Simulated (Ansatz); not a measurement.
**C3H9NSi: inversion of the pyramid at N4**

How high is the barrier for the inversion of the pyramid at N4? Relax the two ends, then run a nudged elastic band between them. SMILES of the start: CC=C(N)[SiH3].

All numbers below are computed with Ansatz 0.2.0 (RKS r2SCAN-D4/def2-SVP).

## 1. Starting point

Bond lengths: C1–C2 1.434 Å, C2–C3 1.324 Å, C3–N4 1.424 Å, C3–Si5 1.947 Å, C1–H6 1.154 Å, C1–H7 1.106 Å, C1–H8 1.068 Å, C2–H9 1.121 Å, N4–H10 0.947 Å, N4–H11 1.043 Å, Si5–H12 1.521 Å, Si5–H13 1.448 Å, Si5–H14 1.469 Å. Angles (14 of 21 angles, heavy atoms first): C1–C2–C3 125.5°, C2–C3–N4 129.0°, C2–C3–Si5 118.9°, N4–C3–Si5 112.0°, C1–C2–H9 114.5°, C3–C2–H9 120.0°, C2–C1–H6 111.4°, C2–C1–H7 116.3°, C2–C1–H8 112.8°, C3–N4–H10 116.9°, C3–N4–H11 107.1°, C3–Si5–H12 109.2°, C3–Si5–H13 107.5°, C3–Si5–H14 109.8°.

Coordinates:

```xyz
14

C    -1.9275    0.7141   -0.4580
C    -0.8950    0.0807    0.3090
C     0.3438   -0.1414   -0.1032
N     0.9719    0.2643   -1.3156
Si    1.5729   -1.0884    1.0730
H    -2.2799    1.6945    0.0383
H    -1.6574    1.0166   -1.4873
H    -2.8090    0.1167   -0.5374
H    -1.2104   -0.2425    1.3351
H     1.9056    0.4187   -1.2828
H     0.3837    1.0205   -1.7280
H     1.3554   -0.6226    2.5044
H     2.9184   -0.7273    0.6772
H     1.3145   -2.5332    1.0042
```

## 2. End point A

input.yaml

```yaml
crystal:
  periodic: [false, false, false]
  atoms:
    - { symbol: C, position_ang: [-1.9275, 0.7141, -0.458] }
    - { symbol: C, position_ang: [-0.895, 0.0807, 0.309] }
    - { symbol: C, position_ang: [0.3438, -0.1414, -0.1032] }
    - { symbol: "N", position_ang: [0.9719, 0.2643, -1.3156] }
    - { symbol: Si, position_ang: [1.5729, -1.0884, 1.073] }
    - { symbol: H, position_ang: [-2.2799, 1.6945, 0.0383] }
    - { symbol: H, position_ang: [-1.6574, 1.0166, -1.4873] }
    - { symbol: H, position_ang: [-2.809, 0.1167, -0.5374] }
    - { symbol: H, position_ang: [-1.2104, -0.2425, 1.3351] }
    - { symbol: H, position_ang: [1.9056, 0.4187, -1.2828] }
    - { symbol: H, position_ang: [0.3837, 1.0205, -1.728] }
    - { symbol: H, position_ang: [1.3554, -0.6226, 2.5044] }
    - { symbol: H, position_ang: [2.9184, -0.7273, 0.6772] }
    - { symbol: H, position_ang: [1.3145, -2.5332, 1.0042] }
basis:
  gaussian: { orbitals: def2-SVP }
hamiltonian:
  xc: r2scan
  dispersion: d4
relax:
  f_tol: 0.015
  max_steps: 40
```

Launch:

```sh
$ ansatz run input.yaml --threads 2 --pin off --max-ram 3072MiB --backend cpu --events-out ev --progress --plain --runs-dir out
```

Log, cut to the lines that bear on the results:

```text
Warning: RAYON_NUM_THREADS=2 ignored (pool sized by the plan → 2); use --threads N
[...]
Functional definition: r2SCAN
[...]
1364 factors; their error is unknown
[...]
mean field -12614.60101254 eV, -463.5780367272 hartree, gradient 2.1e-5 eV, S^2 0.000000; 0 other end points of the search recorded, 0 dependent functions left out
[...]
reference -12614.60102372 eV, -463.5780371380 hartree; 24, 24 occupied and 95, 95 virtual orbitals, 1364 factors
relax step   1: F+E_penalty+E_count = -12614.67607778 eV  Δ(F+E_penalty+E_count) = +0.000e0 eV  max|allowed force component| = 6.189e0 eV/Å  Δτ_max = 0.0000 Å  (29 SCF iters, accepted)
[...]
relax step   7: F+E_penalty+E_count = -12615.22671761 eV  Δ(F+E_penalty+E_count) = -1.607e-3 eV  max|allowed force component| = 2.894e-1 eV/Å  Δτ_max = 0.1670 Å  (30 SCF iters, accepted)
[...]
relax step   9: F+E_penalty+E_count = -12615.24489673 eV  Δ(F+E_penalty+E_count) = -8.633e-3 eV  max|allowed force component| = 8.582e-2 eV/Å  Δτ_max = 0.0686 Å  (30 SCF iters, accepted)
[...]
relax step  10: F+E_penalty+E_count = -12615.24506787 eV  Δ(F+E_penalty+E_count) = -1.711e-4 eV  max|allowed force component| = 1.680e-1 eV/Å  Δτ_max = 0.0904 Å  (30 SCF iters, accepted)
[...]
relax step  11: F+E_penalty+E_count = -12615.24680328 eV  Δ(F+E_penalty+E_count) = -1.735e-3 eV  max|allowed force component| = 4.588e-2 eV/Å  Δτ_max = 0.0146 Å  (32 SCF iters, accepted)
[...]
1364 factors; their error is unknown
[...]
```

## 3. More of the same log: end point A relaxed

Output, continued:

```text
mean field -12615.17179169 eV, -463.5990124739 hartree, gradient 1.6e-5 eV, S^2 0.000000; 0 other end points of the search recorded, 0 dependent functions left out
the calculation of the forces begins
reference -12615.17180297 eV, -463.5990128886 hartree; 24, 24 occupied and 95, 95 virtual orbitals, 1364 factors
relax step  12: F+E_penalty+E_count = -12615.24686385 eV  Δ(F+E_penalty+E_count) = -6.056e-5 eV  max|allowed force component| = 7.177e-2 eV/Å  Δτ_max = 0.0552 Å  (30 SCF iters, accepted)
these checks for a lower state are left out or cut short: starts, cluster_reference, orbital_swaps, neighbouring_geometries, increment
1364 factors; their error is unknown
mean field -12615.17287259 eV, -463.5990521964 hartree, gradient 1.6e-5 eV, S^2 0.000000; 0 other end points of the search recorded, 0 dependent functions left out
the calculation of the forces begins
reference -12615.17288388 eV, -463.5990526112 hartree; 24, 24 occupied and 95, 95 virtual orbitals, 1364 factors
relax step  13: F+E_penalty+E_count = -12615.24793958 eV  Δ(F+E_penalty+E_count) = -1.076e-3 eV  max|allowed force component| = 5.932e-2 eV/Å  Δτ_max = 0.0394 Å  (30 SCF iters, accepted)
these checks for a lower state are left out or cut short: starts, cluster_reference, orbital_swaps, neighbouring_geometries, increment
1364 factors; their error is unknown
mean field -12615.17328295 eV, -463.5990672768 hartree, gradient 1.7e-5 eV, S^2 0.000000; 0 other end points of the search recorded, 0 dependent functions left out
the calculation of the forces begins
reference -12615.17329425 eV, -463.5990676920 hartree; 24, 24 occupied and 95, 95 virtual orbitals, 1364 factors
relax step  14: F+E_penalty+E_count = -12615.24835629 eV  Δ(F+E_penalty+E_count) = -4.167e-4 eV  max|allowed force component| = 3.644e-2 eV/Å  Δτ_max = 0.0440 Å  (30 SCF iters, accepted)
these checks for a lower state are left out or cut short: starts, cluster_reference, orbital_swaps, neighbouring_geometries, increment
1364 factors; their error is unknown
mean field -12615.17352289 eV, -463.5990760945 hartree, gradient 1.8e-5 eV, S^2 0.000000; 0 other end points of the search recorded, 0 dependent functions left out
the calculation of the forces begins
reference -12615.17353419 eV, -463.5990765098 hartree; 24, 24 occupied and 95, 95 virtual orbitals, 1364 factors
relax step  15: F+E_penalty+E_count = -12615.24861466 eV  Δ(F+E_penalty+E_count) = -2.584e-4 eV  max|allowed force component| = 2.642e-2 eV/Å  Δτ_max = 0.0253 Å  (31 SCF iters, accepted)
these checks for a lower state are left out or cut short: starts, cluster_reference, orbital_swaps, neighbouring_geometries, increment
1364 factors; their error is unknown
mean field -12615.17374371 eV, -463.5990842093 hartree, gradient 1.7e-5 eV, S^2 0.000000; 0 other end points of the search recorded, 0 dependent functions left out
the calculation of the forces begins
reference -12615.17375501 eV, -463.5990846246 hartree; 24, 24 occupied and 95, 95 virtual orbitals, 1364 factors
relax step  16: F+E_penalty+E_count = -12615.24884321 eV  Δ(F+E_penalty+E_count) = -2.286e-4 eV  max|allowed force component| = 1.949e-2 eV/Å  Δτ_max = 0.0212 Å  (31 SCF iters, accepted)
these checks for a lower state are left out or cut short: starts, cluster_reference, orbital_swaps, neighbouring_geometries, increment
1364 factors; their error is unknown
mean field evaluation 128: about -12615.1738 eV, gradient 1.7e-4 eV
mean field -12615.17381185 eV, -463.5990867135 hartree, gradient 1.7e-5 eV, S^2 0.000000; 0 other end points of the search recorded, 0 dependent functions left out
the calculation of the forces begins
reference -12615.17382315 eV, -463.5990871289 hartree; 24, 24 occupied and 95, 95 virtual orbitals, 1364 factors
relax step  17: F+E_penalty+E_count = -12615.24892164 eV  Δ(F+E_penalty+E_count) = -7.842e-5 eV  max|allowed force component| = 2.881e-2 eV/Å  Δτ_max = 0.0387 Å  (31 SCF iters, accepted)
these checks for a lower state are left out or cut short: starts, cluster_reference, orbital_swaps, neighbouring_geometries, increment
1364 factors; their error is unknown
mean field -12615.17390742 eV, -463.5990902258 hartree, gradient 1.7e-5 eV, S^2 0.000000; 0 other end points of the search recorded, 0 dependent functions left out
the calculation of the forces begins
reference -12615.17391873 eV, -463.5990906412 hartree; 24, 24 occupied and 95, 95 virtual orbitals, 1364 factors
relax step  18: F+E_penalty+E_count = -12615.24902214 eV  Δ(F+E_penalty+E_count) = -1.005e-4 eV  max|allowed force component| = 1.838e-2 eV/Å  Δτ_max = 0.0097 Å  (32 SCF iters, accepted)
these checks for a lower state are left out or cut short: starts, cluster_reference, orbital_swaps, neighbouring_geometries, increment
1364 factors; their error is unknown
mean field -12615.17392289 eV, -463.5990907942 hartree, gradient 1.1e-5 eV, S^2 0.000000; 0 other end points of the search recorded, 0 dependent functions left out
the calculation of the forces begins
reference -12615.17393419 eV, -463.5990912095 hartree; 24, 24 occupied and 95, 95 virtual orbitals, 1364 factors
relax step  19: F+E_penalty+E_count = -12615.24904018 eV  Δ(F+E_penalty+E_count) = -1.804e-5 eV  max|allowed force component| = 1.008e-2 eV/Å  Δτ_max = 0.0015 Å  (23 SCF iters, accepted)
1364 factors; their error is unknown
mean field evaluation 160: about -12615.1739 eV, gradient 5.7e-4 eV
mean field -12615.17392289 eV, -463.5990907942 hartree, gradient 1.1e-5 eV, S^2 0.000000; 1 other end points of the search recorded, 0 dependent functions left out
the calculation of the forces begins
reference -12615.17393419 eV, -463.5990912095 hartree; 24, 24 occupied and 95, 95 virtual orbitals, 1364 factors
Total energy: -12615.24905148 eV, -463.6018517190 hartree
Atom 0 at    -1.896643     0.885475    -0.417055 Å, force    -0.010084     0.002747    -0.002170 eV/Å
Atom 1 at    -0.846726     0.225942     0.425885 Å, force    -0.001389    -0.006289     0.005110 eV/Å
Atom 2 at     0.373199    -0.156996    -0.034927 Å, force     0.005359     0.000167     0.003198 eV/Å
Atom 3 at     0.760853    -0.040623    -1.368868 Å, force     0.000349     0.006205    -0.001207 eV/Å
Atom 4 at     1.571187    -1.035035     1.114873 Å, force    -0.001156     0.003101    -0.007767 eV/Å
Atom 5 at    -2.621214     1.437613     0.200310 Å, force     0.006114    -0.004421    -0.005648 eV/Å
Atom 6 at    -1.460502     1.609883    -1.129964 Å, force    -0.001557    -0.001512     0.002173 eV/Å
Atom 7 at    -2.474490     0.157834    -1.018977 Å, force     0.005219     0.006039     0.004301 eV/Å
Atom 8 at    -1.091117     0.013315     1.471429 Å, force     0.000605     0.001659    -0.004139 eV/Å
Atom 9 at     1.749575     0.120950    -1.533594 Å, force    -0.003577    -0.002941     0.001392 eV/Å
Atom 10 at     0.180332     0.557994    -1.951140 Å, force     0.001600    -0.004437     0.001873 eV/Å
Atom 11 at     1.078157    -0.932028     2.517635 Å, force     0.000235    -0.000801     0.000731 eV/Å
Atom 12 at     2.924740    -0.398828     1.009018 Å, force    -0.001290    -0.000687     0.000744 eV/Å
Atom 13 at     1.739648    -2.474797     0.744276 Å, force    -0.000428     0.001169     0.001408 eV/Å
Dipole moment:     0.018791     0.237118    -0.243404 e Å
```

Wall time 38 s (2 threads of Intel Xeon 6975P-C (Granite Rapids), shared host); peak memory 0.2 GiB.

The steps of the relaxation:

```csv
step,energy from step 1 (eV),largest force component (eV/Å)
1,0.0000,6.1894
2,-0.4500,1.5439
3,-0.5136,0.3636
4,-0.5295,0.2056
5,-0.5464,0.0883
6,-0.5490,0.1233
7,-0.5506,0.2894
8,-0.5602,0.1997
9,-0.5688,0.0858
10,-0.5690,0.1680
11,-0.5707,0.0459
12,-0.5708,0.0718
13,-0.5719,0.0593
14,-0.5723,0.0364
15,-0.5725,0.0264
16,-0.5728,0.0195
17,-0.5728,0.0288
18,-0.5729,0.0184
19,-0.5730,0.0101
```

Step 1 is the start.

After: Bond lengths: C1–C2 1.499 Å, C2–C3 1.359 Å, C3–N4 1.394 Å, C3–Si5 1.878 Å, C1–H6 1.100 Å, C1–H7 1.106 Å, C1–H8 1.107 Å, C2–H9 1.095 Å, N4–H10 1.015 Å, N4–H11 1.017 Å, Si5–H12 1.490 Å, Si5–H13 1.499 Å, Si5–H14 1.496 Å. Angles (14 of 21 angles, heavy atoms first): C1–C2–C3 124.2°, C2–C3–N4 123.4°, C2–C3–Si5 119.8°, N4–C3–Si5 116.6°, C1–C2–H9 117.8°, C3–C2–H9 118.0°, C2–C1–H6 111.5°, C2–C1–H7 112.0°, C2–C1–H8 112.5°, C3–N4–H10 116.1°, C3–N4–H11 116.0°, C3–Si5–H12 109.4°, C3–Si5–H13 109.5°, C3–Si5–H14 111.7°.

## 4. Relaxing end B

The second end starts from a geometry with the move made by hand.

input.yaml, as its differences from that of step 2:

```diff
@@ -12,4 +12,4 @@
     - { symbol: H, position_ang: [-1.2104, -0.2425, 1.3351] }
-    - { symbol: H, position_ang: [1.9056, 0.4187, -1.2828] }
-    - { symbol: H, position_ang: [0.3837, 1.0205, -1.728] }
+    - { symbol: H, position_ang: [1.89499, 0.07253, -1.40414] }
+    - { symbol: H, position_ang: [0.35132, -0.03597, -2.0983] }
     - { symbol: H, position_ang: [1.3554, -0.6226, 2.5044] }
```

Launch:

```sh
$ ansatz run input.yaml --threads 2 --pin off --max-ram 3072MiB --backend cpu --events-out ev --progress --plain --runs-dir out
```

Log, cut to the lines that bear on the results:

```text
Warning: RAYON_NUM_THREADS=2 ignored (pool sized by the plan → 2); use --threads N
[...]
[... 1 set-up line as earlier in the session ...]
[...]
1364 factors; their error is unknown
[...]
mean field -12614.51966891 eV, -463.5750474040 hartree, gradient 2.2e-5 eV, S^2 0.000000; 0 other end points of the search recorded, 0 dependent functions left out
[...]
reference -12614.51968022 eV, -463.5750478197 hartree; 24, 24 occupied and 95, 95 virtual orbitals, 1364 factors
[...]
relax step  25: F+E_penalty+E_count = -12615.24611925 eV  Δ(F+E_penalty+E_count) = -1.340e-3 eV  max|allowed force component| = 3.766e-2 eV/Å  Δτ_max = 0.0716 Å  (30 SCF iters, accepted)
relax step  26: F+E_penalty+E_count = -12615.24537142 eV  Δ(F+E_penalty+E_count) = +7.478e-4 eV  max|allowed force component| = 1.517e-1 eV/Å  Δτ_max = 0.0739 Å  (30 SCF iters, rejected (line search))
relax step  27: F+E_penalty+E_count = -12615.24683287 eV  Δ(F+E_penalty+E_count) = -7.136e-4 eV  max|allowed force component| = 1.971e-2 eV/Å  Δτ_max = 0.0360 Å  (31 SCF iters, accepted)
```

## 5. The log goes on: end point B relaxed

The log, continued:

```text
relax step  28: F+E_penalty+E_count = -12615.24616277 eV  Δ(F+E_penalty+E_count) = +6.701e-4 eV  max|allowed force component| = 1.513e-1 eV/Å  Δτ_max = 0.0966 Å  (29 SCF iters, rejected (line search))
relax step  29: F+E_penalty+E_count = -12615.24737621 eV  Δ(F+E_penalty+E_count) = -5.433e-4 eV  max|allowed force component| = 3.093e-2 eV/Å  Δτ_max = 0.0471 Å  (30 SCF iters, accepted)
relax step  30: F+E_penalty+E_count = -12615.24792344 eV  Δ(F+E_penalty+E_count) = -5.472e-4 eV  max|allowed force component| = 3.762e-2 eV/Å  Δτ_max = 0.0488 Å  (30 SCF iters, accepted)
relax step  31: F+E_penalty+E_count = -12615.24807386 eV  Δ(F+E_penalty+E_count) = -1.504e-4 eV  max|allowed force component| = 6.598e-2 eV/Å  Δτ_max = 0.0390 Å  (30 SCF iters, accepted)
[...]
relax step  32: F+E_penalty+E_count = -12615.24835892 eV  Δ(F+E_penalty+E_count) = -2.851e-4 eV  max|allowed force component| = 4.304e-2 eV/Å  Δτ_max = 0.0092 Å  (32 SCF iters, accepted)
these checks for a lower state are left out or cut short: starts, cluster_reference, orbital_swaps, neighbouring_geometries, increment
1364 factors; their error is unknown
mean field -12615.17351043 eV, -463.5990756366 hartree, gradient 2.5e-5 eV, S^2 0.000000; 0 other end points of the search recorded, 0 dependent functions left out
the calculation of the forces begins
reference -12615.17352181 eV, -463.5990760547 hartree; 24, 24 occupied and 95, 95 virtual orbitals, 1364 factors
relax step  33: F+E_penalty+E_count = -12615.24868706 eV  Δ(F+E_penalty+E_count) = -3.281e-4 eV  max|allowed force component| = 1.753e-2 eV/Å  Δτ_max = 0.0291 Å  (31 SCF iters, accepted)
these checks for a lower state are left out or cut short: starts, cluster_reference, orbital_swaps, neighbouring_geometries, increment
1364 factors; their error is unknown
mean field -12615.17374629 eV, -463.5990843043 hartree, gradient 2.5e-5 eV, S^2 0.000000; 0 other end points of the search recorded, 0 dependent functions left out
the calculation of the forces begins
reference -12615.17375766 eV, -463.5990847221 hartree; 24, 24 occupied and 95, 95 virtual orbitals, 1364 factors
relax step  34: F+E_penalty+E_count = -12615.24890530 eV  Δ(F+E_penalty+E_count) = -2.182e-4 eV  max|allowed force component| = 2.095e-2 eV/Å  Δτ_max = 0.0369 Å  (31 SCF iters, accepted)
these checks for a lower state are left out or cut short: starts, cluster_reference, orbital_swaps, neighbouring_geometries, increment
1364 factors; their error is unknown
mean field evaluation 256: about -12615.1738 eV, gradient 2.5e-5 eV
mean field -12615.17375930 eV, -463.5990847825 hartree, gradient 2.5e-5 eV, S^2 0.000000; 0 other end points of the search recorded, 0 dependent functions left out
the calculation of the forces begins
reference -12615.17377067 eV, -463.5990852002 hartree; 24, 24 occupied and 95, 95 virtual orbitals, 1364 factors
relax step  35: F+E_penalty+E_count = -12615.24889603 eV  Δ(F+E_penalty+E_count) = +9.268e-6 eV  max|allowed force component| = 6.033e-2 eV/Å  Δτ_max = 0.0546 Å  (30 SCF iters, rejected (line search))
these checks for a lower state are left out or cut short: starts, cluster_reference, orbital_swaps, neighbouring_geometries, increment
1364 factors; their error is unknown
mean field -12615.17386737 eV, -463.5990887537 hartree, gradient 2.5e-5 eV, S^2 0.000000; 0 other end points of the search recorded, 0 dependent functions left out
the calculation of the forces begins
reference -12615.17387873 eV, -463.5990891714 hartree; 24, 24 occupied and 95, 95 virtual orbitals, 1364 factors
relax step  36: F+E_penalty+E_count = -12615.24901587 eV  Δ(F+E_penalty+E_count) = -1.106e-4 eV  max|allowed force component| = 1.330e-2 eV/Å  Δτ_max = 0.0268 Å  (30 SCF iters, accepted)
these checks for a lower state are left out or cut short: starts, cluster_reference, orbital_swaps, neighbouring_geometries, increment
1364 factors; their error is unknown
mean field -12615.17390581 eV, -463.5990901666 hartree, gradient 2.5e-5 eV, S^2 0.000000; 0 other end points of the search recorded, 0 dependent functions left out
the calculation of the forces begins
reference -12615.17391718 eV, -463.5990905842 hartree; 24, 24 occupied and 95, 95 virtual orbitals, 1364 factors
relax step  37: F+E_penalty+E_count = -12615.24903968 eV  Δ(F+E_penalty+E_count) = -2.381e-5 eV  max|allowed force component| = 2.436e-2 eV/Å  Δτ_max = 0.0339 Å  (30 SCF iters, accepted)
these checks for a lower state are left out or cut short: starts, cluster_reference, orbital_swaps, neighbouring_geometries, increment
1364 factors; their error is unknown
mean field -12615.17391876 eV, -463.5990906426 hartree, gradient 2.5e-5 eV, S^2 0.000000; 0 other end points of the search recorded, 0 dependent functions left out
the calculation of the forces begins
reference -12615.17393013 eV, -463.5990910602 hartree; 24, 24 occupied and 95, 95 virtual orbitals, 1364 factors
relax step  38: F+E_penalty+E_count = -12615.24905534 eV  Δ(F+E_penalty+E_count) = -1.565e-5 eV  max|allowed force component| = 1.345e-2 eV/Å  Δτ_max = 0.0072 Å  (32 SCF iters, accepted)
1364 factors; their error is unknown
mean field evaluation 288: about -12615.2631 eV, gradient 1.7e-1 eV
mean field -12615.17391876 eV, -463.5990906426 hartree, gradient 3.2e-5 eV, S^2 0.000000; 1 other end points of the search recorded, 0 dependent functions left out
the calculation of the forces begins
reference -12615.17393013 eV, -463.5990910602 hartree; 24, 24 occupied and 95, 95 virtual orbitals, 1364 factors
Total energy: -12615.24906670 eV, -463.6018522783 hartree
Atom 0 at    -1.829082     0.916427    -0.459678 Å, force    -0.005374     0.008167    -0.007611 eV/Å
Atom 1 at    -0.782957     0.283214     0.408236 Å, force    -0.001310    -0.007695    -0.000101 eV/Å
Atom 2 at     0.357397    -0.283622    -0.066736 Å, force     0.001323     0.013454    -0.000104 eV/Å
Atom 3 at     0.712882    -0.272654    -1.414378 Å, force    -0.001339    -0.005596     0.002066 eV/Å
Atom 4 at     1.621433    -0.983922     1.132278 Å, force     0.002579    -0.002070     0.001596 eV/Å
Atom 5 at    -2.792328     1.001459     0.065146 Å, force     0.007984    -0.000921    -0.004979 eV/Å
Atom 6 at    -1.547230     1.936360    -0.785542 Å, force    -0.003408    -0.009074     0.003219 eV/Å
Atom 7 at    -2.012440     0.330564    -1.380276 Å, force     0.001877     0.004982     0.008233 eV/Å
Atom 8 at    -0.935593     0.303218     1.491716 Å, force    -0.000646    -0.001488    -0.000400 eV/Å
Atom 9 at     1.259316    -1.064100    -1.739159 Å, force    -0.001423     0.000456    -0.000493 eV/Å
Atom 10 at    -0.026765    -0.031122    -2.069065 Å, force    -0.000005     0.000016    -0.001275 eV/Å
Atom 11 at     1.020296    -1.067947     2.493564 Å, force     0.000341     0.000095     0.000237 eV/Å
Atom 12 at     2.861509    -0.148229     1.180681 Å, force    -0.000107    -0.000286    -0.000531 eV/Å
Atom 13 at     2.037573    -2.351585     0.680473 Å, force    -0.000493    -0.000039     0.000141 eV/Å
Dipole moment:    -0.127545    -0.088312    -0.303729 e Å
```

Run time: 75 s. Hardware: 2 threads of Intel Xeon 6975P-C (Granite Rapids), shared host; peak memory 0.2 GiB.

Relaxation path, one in 2:

```csv
step,energy from step 1 (eV),largest force component (eV/Å)
1,0.0000,6.0711
3,-0.5535,0.7919
5,-0.5993,0.2609
7,-0.6208,0.2748
9,-0.6321,0.0596
11,-0.6391,0.1106
13,-0.6424,0.0225
15,-0.6433,0.0408
17,-0.6449,0.0901
19,-0.6462,0.0396
21x,-0.6446,0.2326
23,-0.6495,0.0757
25,-0.6514,0.0377
27,-0.6521,0.0197
29,-0.6527,0.0309
31,-0.6534,0.0660
33,-0.6540,0.0175
35x,-0.6542,0.0603
37,-0.6543,0.0244
38,-0.6544,0.0135
```

Step 1 is the start. 5 steps were tried and not accepted (marked x).

After: Bond lengths: C1–C2 1.500 Å, C2–C3 1.359 Å, C3–N4 1.394 Å, C3–Si5 1.878 Å, C1–H6 1.100 Å, C1–H7 1.107 Å, C1–H8 1.107 Å, C2–H9 1.094 Å, N4–H10 1.015 Å, N4–H11 1.017 Å, Si5–H12 1.490 Å, Si5–H13 1.496 Å, Si5–H14 1.499 Å. Angles (14 of 21 angles, heavy atoms first): C1–C2–C3 124.0°, C2–C3–N4 123.3°, C2–C3–Si5 119.8°, N4–C3–Si5 116.7°, C1–C2–H9 117.9°, C3–C2–H9 118.1°, C2–C1–H6 111.6°, C2–C1–H7 112.4°, C2–C1–H8 111.9°, C3–N4–H10 116.1°, C3–N4–H11 116.0°, C3–Si5–H12 109.4°, C3–Si5–H13 111.7°, C3–Si5–H14 109.6°.

[end of part 1 of 2]
